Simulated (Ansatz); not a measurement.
# ZrBr3Cl: a ladder of functionals and wavefunction methods

The task here is to estimate one member of a computed series from the others.

Computed with Ansatz 0.2.0, Gaussian basis. Level: functionals in def2-TZVPP, the program's frozen cores in correlated methods.

The runs, in order: LDA (SPW92), PBE-D4, revPBE-D4, BLYP-D4, r2SCAN-D4, B97M-V, PBE0-D4, B3LYP-D4, r2SCANh-D4, r2SCAN0-D4, HSE06-D4, BHLYP-D4, CAM-B3LYP-D4, LC-ωPBE, ωB97X-V, ωB97M-V, B2PLYP, PBE-QIDH; CCSD(T)/def2-SVP; CCSD(T)/def2-TZVPP; MP2/def2-QZVPP; extrapolation to the limit; RPA on PBE.

## Structure used throughout

The geometry comes from an earlier relaxation with PBE0-D4 in a triple-zeta def2 set; it is a stationary point. Zr takes the def2 core potential; no spin-orbit term is included.

SMILES `[Cl][Zr]([Br])([Br])[Br]`, 5 atoms, charge 0, spin multiplicity 1.

Atoms are counted from 1 here; the program's logs count them from 0.

Bond lengths: Cl1–Zr2 2.311 Å, Zr2–Br3 2.468 Å, Zr2–Br4 2.468 Å, Zr2–Br5 2.468 Å. Angles: Cl1–Zr2–Br3 109.4°, Cl1–Zr2–Br4 109.4°, Cl1–Zr2–Br5 109.4°, Br3–Zr2–Br4 109.5°, Br3–Zr2–Br5 109.5°, Br4–Zr2–Br5 109.5°.

Set-up of the first run:

in.yaml reads:

```yaml
crystal:
  periodic: [false, false, false]
  atoms:
    - {symbol: Cl, position_ang: [-0.685375, -0.259218, 2.214410]}
    - {symbol: Zr, position_ang: [0.000977, -0.017891, 0.020457]}
    - {symbol: Br, position_ang: [2.097128, -1.273926, -0.326828]}
    - {symbol: Br, position_ang: [-1.745375, -0.895062, -1.487181]}
    - {symbol: Br, position_ang: [0.382647, 2.372397, -0.462257]}
basis:
  gaussian: {orbitals: def2-TZVPP}
hamiltonian: {xc: lda}
output: {orbitals: {seedname: orbitals}}
```

On the command line:

```console
> ansatz run in.yaml --threads 2 --pin off --events-out ev --progress --plain --max-ram 32768MiB --backend cpu
```

Steps of the session up to this table: LDA; PBE-D4 (GGA); revPBE-D4 (GGA); BLYP-D4 (GGA); r2SCAN-D4 (meta-GGA); B97M-V (meta-GGA); PBE0-D4 (hybrid); B3LYP-D4 (hybrid); r2SCANh-D4 (hybrid); r2SCAN0-D4 (hybrid); HSE06-D4 (hybrid); BHLYP-D4 (hybrid); CAM-B3LYP-D4 (range-separated); LC-ωPBE (range-separated); ωB97X-V (range-separated); ωB97M-V (range-separated); B2PLYP (double hybrid); PBE-QIDH (double hybrid).

One of the session's tables, all rows but one given; the rest of the session is left out.

It belongs to the step «Frontier levels by functional». 

```
  functional  HOMO (eV)  LUMO (eV)  gap (eV)
 LDA (SPW92)      -7.84      -3.73      4.11
      PBE-D4      -7.67      -3.51      4.15
   revPBE-D4      -7.61      -3.44      4.17
     BLYP-D4      -7.47      -3.36      4.12
   r2SCAN-D4      -8.03      -3.44      4.59
      B97M-V      -8.06      -3.35      4.72
     PBE0-D4      -8.91      -2.80      6.11
    B3LYP-D4      -8.63      -2.96      5.67
  r2SCANh-D4          ?          ?         ?
  r2SCAN0-D4      -9.15      -2.74      6.41
    HSE06-D4      -8.52      -3.17      5.34
    BHLYP-D4      -9.98      -1.87      8.10
CAM-B3LYP-D4     -10.17      -1.75      8.42
     LC-ωPBE     -11.55      -0.73     10.83
     ωB97X-V     -11.18      -0.76     10.42
     ωB97M-V     -11.03      -0.80     10.23
```

Estimate the missing values for r2SCANh-D4.

Worked estimate for «HOMO (eV)». Against the share of exact exchange, r2SCAN-D4 (0, -8.03), r2SCAN0-D4 (0.25, -9.15) give a slope of -4.48 per unit share; at 0.1 the line stands at -8.48.

**Answer.** HOMO (eV): -8.48; LUMO (eV): -3.16; gap (eV): 5.32. In «HOMO (eV)» the line misses by 0.00.
